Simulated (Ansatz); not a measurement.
# CH₅FSSi: small, medium and large basis sets

Aim: see how fast density functionals converge with the basis set for CH₅FSSi.

Computed with Ansatz 0.2.0, Gaussian basis. Level: one geometry, several basis sets.

Levels to be run: PBE0-D4/def2-SVP; ωB97M-V/def2-SVP; PBE0-D4/def2-QZVPP; ωB97M-V/def2-QZVPP; the functionals' def2-TZVPP values are taken from earlier runs.

## 1. Structure used throughout

The geometry comes from an earlier relaxation with PBE0-D4 in a triple-zeta def2 set; it is a stationary point, not always the lowest conformer.

SMILES `FCS[SiH3]`, 9 atoms, charge 0, spin multiplicity 1.

Atoms are counted from 1 here; the program's logs count them from 0.

Bond lengths: F1–C2 1.373 Å, C2–S3 1.802 Å, C2–H5 1.092 Å, C2–H6 1.092 Å, S3–Si4 2.139 Å, Si4–H7 1.483 Å, Si4–H8 1.483 Å, Si4–H9 1.487 Å. Angles: F1–C2–S3 112.7°, F1–C2–H5 108.1°, F1–C2–H6 108.6°, S3–C2–H5 110.6°, S3–C2–H6 106.5°, H5–C2–H6 110.4°, C2–S3–Si4 99.5°, S3–Si4–H7 105.6°, S3–Si4–H8 112.5°, S3–Si4–H9 108.8°, H7–Si4–H8 109.8°, H7–Si4–H9 110.9°, H8–Si4–H9 109.2°.

## 2. PBE0-D4 in def2-SVP

Input file in.yaml:

```yaml
crystal:
  periodic: [false, false, false]
  atoms:
    - {symbol: F, position_ang: [-1.766538, 1.012311, 0.457175]}
    - {symbol: C, position_ang: [-0.437963, 1.353791, 0.520368]}
    - {symbol: S, position_ang: [0.586552, 0.034263, 1.195245]}
    - {symbol: Si, position_ang: [0.527093, -1.334281, -0.448220]}
    - {symbol: H, position_ang: [-0.107530, 1.620168, -0.485583]}
    - {symbol: H, position_ang: [-0.329239, 2.205773, 1.194222]}
    - {symbol: H, position_ang: [1.594383, -2.327644, -0.179056]}
    - {symbol: H, position_ang: [-0.781211, -2.022527, -0.566913]}
    - {symbol: H, position_ang: [0.802954, -0.588156, -1.704337]}
basis:
  gaussian: {orbitals: def2-SVP}
hamiltonian: {xc: pbe0, dispersion: d4}
output: {orbitals: {seedname: orbitals}}
```

Run with:

```
$ ansatz run in.yaml --threads 2 --pin off --events-out ev --progress --plain --max-ram 4352MiB
```

Output:

```text
Functional definition: PBE0
  name "PBE0"
  cite "Adamo & Barone, J. Chem. Phys. 110, 6158 (1999) doi:10.1063/1.478522"
  cite "Perdew, Burke & Ernzerhof, Phys. Rev. Lett. 77, 3865 (1996) doi:10.1103/PhysRevLett.77.3865"
  parent pbe
  parameter a = 0.25
  parameter kappa = 0.804
  parameter beta = 0.06672455060314922
  exchange = (1 - a)*pbe_x(kappa = kappa, mu = beta*pi^2/3) + a*exact_x
  correlation = pbe_c(beta = beta)
856 factors; integrals over basis functions are off by at most 1.3e-3 eV
mean field evaluation 1: about -22527.4338 eV, gradient 2.2e1 eV
mean field evaluation 2: about -22527.4357 eV, gradient 2.4e1 eV
mean field evaluation 4: about -22528.4667 eV, gradient 7.5e-1 eV
mean field evaluation 8: about -22528.5882 eV, gradient 8.5e-2 eV
mean field evaluation 16: about -22528.5882 eV, gradient 4.4e-5 eV
mean field -22528.58821608 eV, -827.9103465153 hartree, gradient 4.4e-5 eV, S^2 0.000000; 0 other end points of the search recorded, 0 dependent functions left out
reference -22528.58823947 eV, -827.9103473749 hartree; 25, 25 occupied and 64, 64 virtual orbitals, 856 factors
Total energy: -22528.74554376 eV, -827.9161282008 hartree
```

Run time: 1.5 s. Hardware: 2 threads of Arm Neoverse V1, shared host.

## 3. ωB97M-V in def2-SVP

in.yaml, as its differences from that of step 2:

```diff
@@ -14,3 +14,3 @@
   gaussian: {orbitals: def2-SVP}
-hamiltonian: {xc: pbe0, dispersion: d4}
+hamiltonian: {xc: {name: wB97M-V}}
 output: {orbitals: {seedname: orbitals}}
```

Launched as before.

Output, cut to the lines that bear on the results:

```text
Functional definition: wB97M-V
  name "wB97M-V"
  cite "Mardirossian & Head-Gordon, J. Chem. Phys. 144, 214110 (2016) doi:10.1063/1.4952647"
  cite "Becke, J. Chem. Phys. 107, 8554 (1997) doi:10.1063/1.475007"
  cite "Vydrov & Van Voorhis, J. Chem. Phys. 133, 244103 (2010) doi:10.1063/1.3521275"
  # Of w^i u^j: cxij and so on, Table III.
[...]
  gx(w, u) = 1 - cx + cx01*u + cx10*w
  gss(w, u) = css00 + css04*u^4 + css10*w + css20*w^2 + css43*w^4*u^3
  gos(w, u) = cos00 + cos10*w + (cos20 + cos21*u)*w^2 + (cos60 + cos61*u)*w^6
[...]
      + integral(e_c_pw_mod_opposite_spin*gos(b97_w_opposite, b97_u_opposite)) + vv10(b, c)
856 factors; integrals over basis functions are off by at most 1.3e-3 eV
275 factors; integrals over basis functions are off by at most 6.3e-6 eV
[...]
mean field -22536.87584258 eV, -828.2149111717 hartree, gradient 5.9e-5 eV, S^2 0.000000; 0 other end points of the search recorded, 0 dependent functions left out
reference -22536.87587996 eV, -828.2149125455 hartree; 25, 25 occupied and 64, 64 virtual orbitals, 856 factors
Total energy: -22536.87587996 eV, -828.2149125455 hartree
```

Wall time 7.5 s (2 threads of Arm Neoverse V1, shared host).

## 4. PBE0-D4 in def2-QZVPP

in.yaml, as its differences from that of step 3:

```diff
@@ -13,4 +13,4 @@
 basis:
-  gaussian: {orbitals: def2-SVP}
-hamiltonian: {xc: {name: wB97M-V}}
+  gaussian: {orbitals: "def2-QZVPP.json"}
+hamiltonian: {xc: pbe0, dispersion: d4}
 output: {orbitals: {seedname: orbitals}}
```

The command is unchanged.

Output:

```text
Functional definition: PBE0
  name "PBE0"
  cite "Adamo & Barone, J. Chem. Phys. 110, 6158 (1999) doi:10.1063/1.478522"
  cite "Perdew, Burke & Ernzerhof, Phys. Rev. Lett. 77, 3865 (1996) doi:10.1103/PhysRevLett.77.3865"
  parent pbe
  parameter a = 0.25
  parameter kappa = 0.804
  parameter beta = 0.06672455060314922
  exchange = (1 - a)*pbe_x(kappa = kappa, mu = beta*pi^2/3) + a*exact_x
  correlation = pbe_c(beta = beta)
1429 factors; their error is unknown
mean field evaluation 1: about -22538.6818 eV, gradient 3.1e1 eV
mean field evaluation 2: about -22538.1988 eV, gradient 3.5e1 eV
mean field evaluation 4: about -22540.6061 eV, gradient 1.5e0 eV
mean field evaluation 8: about -22540.6096 eV, gradient 3.0e-2 eV
mean field evaluation 16: about -22540.6268 eV, gradient 3.8e-5 eV
mean field -22540.62677658 eV, -828.3527554538 hartree, gradient 3.8e-5 eV, S^2 0.000000; 0 other end points of the search recorded, 0 dependent functions left out
reference -22540.62681339 eV, -828.3527568065 hartree; 25, 25 occupied and 379, 379 virtual orbitals, 1429 factors
Total energy: -22540.78411768 eV, -828.3585376324 hartree
```

Run time: 13 s. Hardware: 2 threads of Arm Neoverse V1, shared host; peak memory 1.1 GiB.

## 5. ωB97M-V in def2-QZVPP

in.yaml, as its differences from that of step 4:

```diff
@@ -14,3 +14,3 @@
   gaussian: {orbitals: "def2-QZVPP.json"}
-hamiltonian: {xc: pbe0, dispersion: d4}
+hamiltonian: {xc: {name: wB97M-V}}
 output: {orbitals: {seedname: orbitals}}
```

The command is unchanged.

Output, cut to the lines that bear on the results:

```text
Functional definition: wB97M-V
  name "wB97M-V"
  cite "Mardirossian & Head-Gordon, J. Chem. Phys. 144, 214110 (2016) doi:10.1063/1.4952647"
  cite "Becke, J. Chem. Phys. 107, 8554 (1997) doi:10.1063/1.475007"
  cite "Vydrov & Van Voorhis, J. Chem. Phys. 133, 244103 (2010) doi:10.1063/1.3521275"
  # Of w^i u^j: cxij and so on, Table III.
[...]
  gx(w, u) = 1 - cx + cx01*u + cx10*w
  gss(w, u) = css00 + css04*u^4 + css10*w + css20*w^2 + css43*w^4*u^3
  gos(w, u) = cos00 + cos10*w + (cos20 + cos21*u)*w^2 + (cos60 + cos61*u)*w^6
[...]
      + integral(e_c_pw_mod_opposite_spin*gos(b97_w_opposite, b97_u_opposite)) + vv10(b, c)
1381 factors; their error is unknown
314 factors; integrals over basis functions are off by at most 8.3e-6 eV
[...]
mean field -22549.01789406 eV, -828.6611233336 hartree, gradient 7.5e-5 eV, S^2 0.000000; 0 other end points of the search recorded, 0 dependent functions left out
reference -22549.01795361 eV, -828.6611255220 hartree; 25, 25 occupied and 379, 379 virtual orbitals, 1381 factors
Total energy: -22549.01795361 eV, -828.6611255220 hartree
```

Wall time 25 s (2 threads of Arm Neoverse V1, shared host); peak memory 1.4 GiB.

## 6. Density functionals: the series

The def2-TZVPP values come from earlier runs at the same geometry.

```
functional       basis  functions  energy (eV)  from the largest (eV)  HOMO (eV)  LUMO (eV)
   PBE0-D4    def2-SVP         89  -22528.7455                 12.039      -7.44       0.38
   PBE0-D4  def2-TZVPP        216  -22539.9788                  0.805      -7.53      -0.01
   PBE0-D4  def2-QZVPP        404  -22540.7841                  0.000      -7.56      -0.16
   ωB97M-V    def2-SVP         89  -22536.8759                 12.142      -9.60       2.35
   ωB97M-V  def2-TZVPP        216  -22548.2542                  0.764      -9.72       1.75
   ωB97M-V  def2-QZVPP        404  -22549.0180                  0.000      -9.76       1.37
```

## 7. Summary of results

| quantity | value |
| --- | --- |
| PBE0-D4: double and triple zeta above quadruple | 12.04, 0.81 eV |
| ωB97M-V: double and triple zeta above quadruple | 12.14, 0.76 eV |

**Reading.** PBE0-D4 gains 11.23 eV from double to triple zeta, then 0.81 eV more. These are total energies; as a rule much of such shifts cancels in differences, which this series doesn't test. The LUMO of ωB97M-V is positive and keeps falling with the basis (2.35 to 1.37 eV): an unbound level that the basis holds in place.

For PBE0-D4 the largest set took about 8 times as long as the smallest (13 s against 1.5 s).
